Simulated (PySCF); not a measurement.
# One shape, several levels: CH3GeN (Ge(CN)H3)

We compute a comparison of 5 runs (HF/STO-3G, HF/3-21G, TPSS/6-31G*, MP2/def2-SVP, MP2/def2-TZVP) of CH3GeN (Ge(CN)H3). 

The calculation is run with PySCF 2.14.0.

## Step 1: The molecule

The species is CH3GeN (6 atoms), meant as a singlet with charge 0. As SMILES, `[H][Ge]([H])([H])[C]#N`. The shape comes from GFN2-xTB, which is rough for such elements, and wasn't checked as a minimum.

Bond lengths: Ge1–C2 1.906 Å, C2–N3 1.145 Å, Ge1–H4 1.489 Å, Ge1–H5 1.489 Å, Ge1–H6 1.489 Å. Angles: Ge1–C2–N3 179.9°, C2–Ge1–H4 107.4°, C2–Ge1–H5 107.3°, C2–Ge1–H6 107.3°, H4–Ge1–H5 111.5°, H4–Ge1–H6 111.5°, H5–Ge1–H6 111.5°.

## Step 2: Energy and forces at HF/STO-3G (run 1)

Input file job.py:

```python
# Ge(CN)H3
import pyscf.grad
from pyscf import gto, scf

mol = gto.M(
    atom='''
Ge      -0.004750       0.004280      -0.604420
C        0.010800      -0.010250       1.301570
N        0.019380      -0.016370       2.446100
H        1.412800       0.016560      -1.060080
H       -0.727080       1.233700      -1.031770
H       -0.711150      -1.227930      -1.051400
''',
    basis='sto-3g',
    charge=0,
    verbose=4,
    spin=0,
    max_memory=1860,
)

myscf = scf.RHF(mol)
myscf.conv_tol = 1e-10
myscf.kernel()
if not myscf.converged:
    myscf = myscf.newton().run(myscf.mo_coeff, myscf.mo_occ)

etot = myscf.e_tot
print('E(%s) = %.9f' % ('HF', etot))
grad = myscf.Gradients().kernel()
myscf.analyze()
```

Run with:

```console
$ OMP_NUM_THREADS=1 python job.py
```

Standard output:

```text
PySCF version 2.14.0

[... 74 lines left out ...]
Nuclear Repulsion Energy =             152.757035171042332
[... 8 lines left out ...]
MO #3   energy= -45.5338203094419  occ= 2
[... 6 lines left out ...]
MO #10  energy= -4.58383619275362  occ= 2
[... 6 lines left out ...]
MO #17  energy= -0.72335400815152  occ= 2
[... 6 lines left out ...]
MO #24  energy= -0.398496325374753 occ= 2
[... 6 lines left out ...]
MO #31  energy= 1.2754383572965    occ= 0
[... 40 lines left out ...]
Dipole moment(X, Y, Z, Debye): -0.02697,  0.02395, -3.50927
```

It took 1.8 s on 1 thread of Intel Xeon at 2.70GHz, shared host; peak memory 0.12 GiB.

## Step 3: Energy and gradient at HF/3-21G (run 2)

Input file calc.py:

```python
import pyscf.grad
from pyscf import gto, scf

system = gto.Mole()
system.atom = [
    ('Ge', (-0.004750, 0.004280, -0.604420)),
    ('C', (0.010800, -0.010250, 1.301570)),
    ('N', (0.019380, -0.016370, 2.446100)),
    ('H', (1.412800, 0.016560, -1.060080)),
    ('H', (-0.727080, 1.233700, -1.031770)),
    ('H', (-0.711150, -1.227930, -1.051400)),
]
system.verbose = 3
system.max_memory = 1860
system.charge = 0
system.basis = '3-21g'
system.build()

calc0 = scf.RHF(system)
calc0.conv_tol = 1e-10
calc0.kernel()
if not calc0.converged:
    calc0 = calc0.newton().run(calc0.mo_coeff, calc0.mo_occ)

e_tot = calc0.e_tot
print('E = %.10f Eh' % e_tot)
grad = calc0.Gradients().kernel()
calc0.analyze()
```

Run with:

```console
$ OMP_NUM_THREADS=1 python calc.py
```

Standard output:

```text
converged SCF energy = -2158.86339553456
[... 16 lines left out ...]
MO #6   energy= -15.5110079208087  occ= 2
[... 7 lines left out ...]
MO #14  energy= -1.59416324697643  occ= 2
[... 7 lines left out ...]
MO #22  energy= -0.526401627240088 occ= 2
[... 7 lines left out ...]
MO #30  energy= 0.28075740717086   occ= 0
[... 7 lines left out ...]
MO #38  energy= 1.18925867740421   occ= 0
[... 7 lines left out ...]
MO #46  energy= 3.0329503551305    occ= 0
[... 7 lines left out ...]
Dipole moment(X, Y, Z, Debye): -0.02876,  0.02620, -3.68455
```

Wall time 1.6 s (1 thread of Intel Xeon at 2.70GHz, shared host); peak memory 0.12 GiB.

Runs 3 to 4 aren't shown in full; the table further down has their settings and results.

## Step 4: Energy and gradient at MP2/def2-TZVP (run 5)

Input file calc.py:

```python
from pyscf import gto, scf, mp

molecule = gto.Mole()
molecule.atom = '''
Ge    -0.008976     0.008088    -1.142188
C      0.020409    -0.019370     2.459611
N      0.036623    -0.030935     4.622459
H      2.669805     0.031294    -2.003261
H     -1.373982     2.331355    -1.949763
H     -1.343879    -2.320451    -1.986858
'''
molecule.basis = 'def2-tzvp'
molecule.max_memory = 1860
molecule.unit = 'bohr'
molecule.verbose = 3
molecule.charge = 0
molecule.spin = 0
molecule.build()

mf = scf.RHF(molecule)
mf.conv_tol = 1e-10
mf.kernel()
if not mf.converged:
    mf = mf.newton().run(mf.mo_coeff, mf.mo_occ)

pt = mp.MP2(mf, frozen=11).run()
e_tot = pt.e_tot
print(f'total energy: {e_tot:.8f} hartree')
grad = pt.nuc_grad_method().kernel()
dip = mf.dip_moment()
pop, q = mf.mulliken_pop()
```

Run with:

```console
$ OMP_NUM_THREADS=1 python calc.py
```

Standard output:

```text
converged SCF energy = -2169.45381702807
[... 2 lines left out ...]
total energy: -2170.04109251 hartree
[... 9 lines left out ...]
Dipole moment(X, Y, Z, Debye): -0.03135,  0.02777, -4.02350
[... 135 lines left out ...]
charge of    5H =      0.01854
```

It took 56 s on 1 thread of Intel Xeon at 2.70GHz, shared host; peak memory 1.8 GiB.

## Step 5: All runs side by side

| run | level | integration grid | frozen core orbitals | energy (Eh) | dipole moment (D) of the reference | HOMO energy (eV) | LUMO energy (eV) | wall time |
| --- | --- | --- | --- | --- | --- | --- | --- | --- |
| 1 | HF/STO-3G | – | – | -2144.655166 | 3.51 | -10.84 | 9.65 | 1.8 s |
| 2 | HF/3-21G | – | – | -2158.863396 | 3.68 | -12.73 | 3.93 | 1.6 s |
| 3 | TPSS/6-31G* (spherical functions) | 5 | – | -2171.336837 | 3.60 | -8.25 | -0.64 | 26 s |
| 4 | MP2/def2-SVP | – | 11 | -2169.589846 | 3.90 | -12.85 | 3.53 | 8.1 s |
| 5 | MP2/def2-TZVP | – | 11 | -2170.041093 | 4.02 | -12.84 | 3.25 | 56 s |

## Step 6: Outcome

```
                                           quantity           value
                                run 5: total energy  -2170.04109 Eh
        run 5: dipole moment (Hartree–Fock density)          4.02 D
         run 5: HOMO energy (Hartree–Fock orbitals)       -12.84 eV
         run 5: LUMO energy (Hartree–Fock orbitals)         3.25 eV
       run 5: HOMO–LUMO gap (Hartree–Fock orbitals)        16.09 eV
run 5: correlation energy (11 core orbitals frozen)      -587.3 mEh
                    run 5: largest force on an atom      3.151 eV/Å
```

What this shows: Over runs 1, 2, 3 the dipole moment (its size) runs from 3.51 D (HF/STO-3G) to 3.68 D (HF/3-21G). Over runs 1, 2, 3 the HOMO–LUMO gap runs from 7.60 eV (TPSS/6-31G*) to 20.50 eV (HF/STO-3G). The two ends differ in method and basis. In run 1 the basis is minimal, so the values are rough. All runs together took 93 s, the longest 56 s.
